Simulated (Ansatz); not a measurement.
# C₂H₅BBrN: basis-set convergence

An exercise on one series of results from a longer session: the logs are not shown, and one member is left open.

Method: one geometry, several basis sets; program: Ansatz 0.2.0, Gaussian basis.

The runs, in order: PBE0-D4/def2-SVP; ωB97M-V/def2-SVP; PBE0-D4/def2-QZVPP; ωB97M-V/def2-QZVPP; the functionals' def2-TZVPP values are taken from earlier runs.

## The geometry

All runs share one geometry, relaxed beforehand with PBE0-D4 in a triple-zeta def2 set.

SMILES `NB1CC1Br`, 10 atoms, charge 0, spin multiplicity 1.

Atoms are counted from 1 here; the program's logs count them from 0.

Bond lengths: N1–B2 1.372 Å, N1–H6 1.006 Å, N1–H7 1.006 Å, B2–C3 1.531 Å, B2–C4 1.526 Å, C3–C4 1.542 Å, C3–H8 1.087 Å, C3–H9 1.086 Å, C4–Br5 1.925 Å, C4–H10 1.083 Å. Angles: B2–N1–H6 123.2°, B2–N1–H7 122.7°, H6–N1–H7 114.2°, N1–B2–C3 150.8°, N1–B2–C4 148.2°, C3–B2–C4 60.6°, B2–C3–C4 59.6°, B2–C3–H8 118.4°, B2–C3–H9 123.4°, C4–C3–H8 117.2°, C4–C3–H9 114.9°, H8–C3–H9 112.8°, B2–C4–C3 59.9°, B2–C4–Br5 119.9°, B2–C4–H10 123.6°, C3–C4–Br5 118.6°, C3–C4–H10 116.4°, Br5–C4–H10 109.9°.

The first run:

Contents of in.yaml:

```yaml
crystal:
  periodic: [false, false, false]
  atoms:
    - {symbol: N, position_ang: [-1.105459, 0.409888, 1.369904]}
    - {symbol: B, position_ang: [-0.177715, 0.080042, 0.414620]}
    - {symbol: C, position_ang: [0.706535, -0.952845, -0.288840]}
    - {symbol: C, position_ang: [0.585927, 0.479803, -0.844980]}
    - {symbol: Br, position_ang: [-0.362368, 0.751328, -2.498374]}
    - {symbol: H, position_ang: [-1.424472, -0.235085, 2.072871]}
    - {symbol: H, position_ang: [-1.550778, 1.311586, 1.405780]}
    - {symbol: H, position_ang: [0.224299, -1.746899, -0.853145]}
    - {symbol: H, position_ang: [1.698113, -1.226571, 0.059925]}
    - {symbol: H, position_ang: [1.489019, 1.077554, -0.834760]}
basis:
  gaussian: {orbitals: def2-SVP}
hamiltonian: {xc: pbe0, dispersion: d4}
output: {orbitals: {seedname: orbitals}}
```

Started as:

```console
$ ansatz run in.yaml --threads 4 --pin off --events-out ev --progress --plain --max-ram 10444MiB
```

Steps of the session up to this table: PBE0-D4 in def2-SVP; ωB97M-V in def2-SVP; PBE0-D4 in def2-QZVPP; ωB97M-V in def2-QZVPP.

One of the session's tables, all rows but one given; the rest of the session is left out.

It belongs to the step «Density functionals: the series». 

| functional | basis | HOMO (eV) | LUMO (eV) |
| --- | --- | --- | --- |
| PBE0-D4 | def2-SVP | ? | ? |
| PBE0-D4 | def2-TZVPP | -6.81 | -0.51 |
| PBE0-D4 | def2-QZVPP | -6.83 | -0.57 |
| ωB97M-V | def2-SVP | -8.86 | 1.90 |
| ωB97M-V | def2-TZVPP | -9.03 | 1.56 |
| ωB97M-V | def2-QZVPP | -9.05 | 1.35 |

Q: Estimate the row for PBE0-D4, def2-SVP from the others.

**Answer.** HOMO (eV): -6.66; LUMO (eV): -0.26. In the column «HOMO (eV)» it is the highest.
